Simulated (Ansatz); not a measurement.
# CH7AsSi: rigid torsion scan

A script is to give a rigid torsion scan; the system is CH7AsSi. SMILES: C[AsH][SiH3].

Computed with Ansatz 0.2.0, driven from Python. Level of theory: Hartree-Fock/def2-SVP.

## 1. Starting point

Bond lengths: C1–As2 1.914 Å, As2–Si3 2.300 Å, C1–H4 1.135 Å, C1–H5 1.105 Å, C1–H6 1.096 Å, As2–H7 1.584 Å, Si3–H8 1.423 Å, Si3–H9 1.515 Å, Si3–H10 1.501 Å. Angles (14 of 15 angles, heavy atoms first): C1–As2–Si3 91.5°, C1–As2–H7 93.6°, Si3–As2–H7 92.5°, As2–C1–H4 107.7°, As2–C1–H5 113.2°, As2–C1–H6 114.0°, As2–Si3–H8 111.7°, As2–Si3–H9 111.5°, As2–Si3–H10 110.4°, H4–C1–H5 103.5°, H4–C1–H6 108.8°, H5–C1–H6 109.1°, H8–Si3–H9 109.1°, H8–Si3–H10 107.4°.

The script holds or builds the structure itself.

## 2. The script

torsion.py

```python
'''Rigid torsion scan of CH7AsSi.'''

import ansatz as az
from ase import Atoms


def main() -> None:
    atoms = Atoms(['C', 'As', 'Si', 'H', 'H', 'H', 'H', 'H', 'H', 'H'], positions=[
        (-1.2835, 0.5534, -0.5641),
        (0.2336, -0.3518, -1.3009),
        (1.0447, -0.8262, 0.7986),
        (-1.7989, 1.1067, -1.4102),
        (-1.0088, 1.3585, 0.141),
        (-2.0093, -0.1128, -0.0833),
        (1.097, 0.9718, -1.4103),
        (0.2781, -1.8375, 1.4426),
        (1.0716, 0.4087, 1.6762),
        (2.4585, -1.322, 0.7132),
    ])

    # start the scan from a relaxed geometry
    first = (
        az.Crystal.molecule_from_ase(atoms).calculation()
        .basis(gaussian='def2-SVP')
        .functional('hf')
        .relax(force_tolerance=0.02, max_steps=80)
    )
    atoms.positions = first.run(threads=1, pin='off').report['positions_ang']

    start = atoms.get_dihedral(2, 1, 0, 3)
    energies = {}
    for turn in range(0, 121, 20):
        turned = atoms.copy()
        turned.set_dihedral(2, 1, 0, 3, start + turn, indices=[0, 3, 4, 5])
        calc = az.Crystal.molecule_from_ase(turned).calculation().basis(gaussian='def2-SVP').functional('hf')
        energies[round((start + turn) % 360)] = calc.run(threads=1, pin='off').report['free_energy_ev']
    floor = min(energies.values())
    print('dihedral Si2-As1-C0-H3 (deg)   E - E(min) (eV)')
    for angle, e in sorted(energies.items()):
        print(f'{angle:8d} {(e - floor):14.3f}  ' + '#' * int(30 * (e - floor) / max(max(energies.values()) - floor, 1e-9)))


if __name__ == '__main__':
    main()
```

## 3. The input behind the calls

The engine receives this input (first run):

```yaml
crystal:
  periodic: [false, false, false]
  atoms:
    - { symbol: C, position_ang: [-1.2835, 0.5534, -0.5641] }
    - { symbol: As, position_ang: [0.2336, -0.3518, -1.3009] }
    - { symbol: Si, position_ang: [1.0447, -0.8262, 0.7986] }
    - { symbol: H, position_ang: [-1.7989, 1.1067, -1.4102] }
    - { symbol: H, position_ang: [-1.0088, 1.3585, 0.141] }
    - { symbol: H, position_ang: [-2.0093, -0.1128, -0.0833] }
    - { symbol: H, position_ang: [1.097, 0.9718, -1.4103] }
    - { symbol: H, position_ang: [0.2781, -1.8375, 1.4426] }
    - { symbol: H, position_ang: [1.0716, 0.4087, 1.6762] }
    - { symbol: H, position_ang: [2.4585, -1.322, 0.7132] }
basis:
  gaussian:
    orbitals: def2-SVP
hamiltonian:
  xc: hf
relax:
  f_tol: 0.02
  max_steps: 80
```

## 4. Running it

The run is started by

```
python torsion.py
```

The program printed:

```text
dihedral Si2-As1-C0-H3 (deg)   E - E(min) (eV)
     170          0.000
     190          0.019  ######
     210          0.058  ####################
     230          0.084  ##############################
     250          0.075  ##########################
     270          0.043  ###############
     290          0.023  ########
```

Wall time 20 s (1 thread of Intel Xeon 6975P-C (Granite Rapids), shared host); peak memory 0.28 GiB.

Lines on the test bed's own set-up are left out of the output.

## 5. Path of the relaxation of run 0

The steps of the relaxation:

| step | E - E(step 1) (eV) | largest force component (eV/Å) |
| --- | --- | --- |
| 1 | 0.0000 | 2.2297 |
| 2 | -0.2438 | 0.6563 |
| 3 | -0.3211 | 0.1957 |
| 4 | -0.3248 | 0.0879 |
| 5 | -0.3262 | 0.0312 |
| 6 | -0.3269 | 0.0083 |

Step 1 is the start.

Before: Bond lengths: C1–As2 1.914 Å, As2–Si3 2.300 Å, C1–H4 1.135 Å, C1–H5 1.105 Å, C1–H6 1.096 Å, As2–H7 1.584 Å, Si3–H8 1.423 Å, Si3–H9 1.515 Å, Si3–H10 1.501 Å. Angles (14 of 15 angles, heavy atoms first): C1–As2–Si3 91.5°, C1–As2–H7 93.6°, Si3–As2–H7 92.5°, As2–C1–H4 107.7°, As2–C1–H5 113.2°, As2–C1–H6 114.0°, As2–Si3–H8 111.7°, As2–Si3–H9 111.5°, As2–Si3–H10 110.4°, H4–C1–H5 103.5°, H4–C1–H6 108.8°, H5–C1–H6 109.1°, H8–Si3–H9 109.1°, H8–Si3–H10 107.4°.

After: Bond lengths: C1–As2 1.980 Å, As2–Si3 2.382 Å, C1–H4 1.090 Å, C1–H5 1.089 Å, C1–H6 1.090 Å, As2–H7 1.512 Å, Si3–H8 1.483 Å, Si3–H9 1.484 Å, Si3–H10 1.482 Å. Angles (14 of 15 angles, heavy atoms first): C1–As2–Si3 98.5°, C1–As2–H7 97.6°, Si3–As2–H7 94.4°, As2–C1–H4 108.5°, As2–C1–H5 113.0°, As2–C1–H6 108.6°, As2–Si3–H8 108.4°, As2–Si3–H9 112.1°, As2–Si3–H10 109.2°, H4–C1–H5 109.1°, H4–C1–H6 108.2°, H5–C1–H6 109.3°, H8–Si3–H9 108.6°, H8–Si3–H10 109.1°.

Run 0 is this relaxation; the runs after it count from 1.

## 6. The engine's runs

From the records of these 7 runs:

| run | turn (°) | energy from run 1 (eV) | SCF cycles | CPU time (s) |
| --- | --- | --- | --- | --- |
| 1 | 0 | 0.0000 | 12 | 0.9 |
| 2 | 20 | 0.0186 | 12 | 1.1 |
| 3 | 40 | 0.0579 | 12 | 1.5 |
| 4 | 60 | 0.0841 | 12 | 1.3 |
| 5 | 80 | 0.0749 | 12 | 1.1 |
| 6 | 100 | 0.0429 | 12 | 1.5 |
| 7 | 120 | 0.0229 | 12 | 1.2 |

## 7. Summary of results

| quantity | value |
| --- | --- |
| runs compared | 7 |
| range of energy | 0.084 eV |
| lowest point, turn (°) | 0 |

The lowest point is at 170° and the highest at 230°, 0.084 eV (8.1 kJ/mol) above it, with the rest of the molecule held. Run 0: The relaxation took 5 moves; the largest shift is 0.182 Å, of atom 9 (H). The scan is rigid and the energies are electronic, in a modest basis. With rigid groups the curve can differ much from the relaxed path, the start wasn't checked as a minimum of this torsion, and equivalent turns needn't return to the same energy.
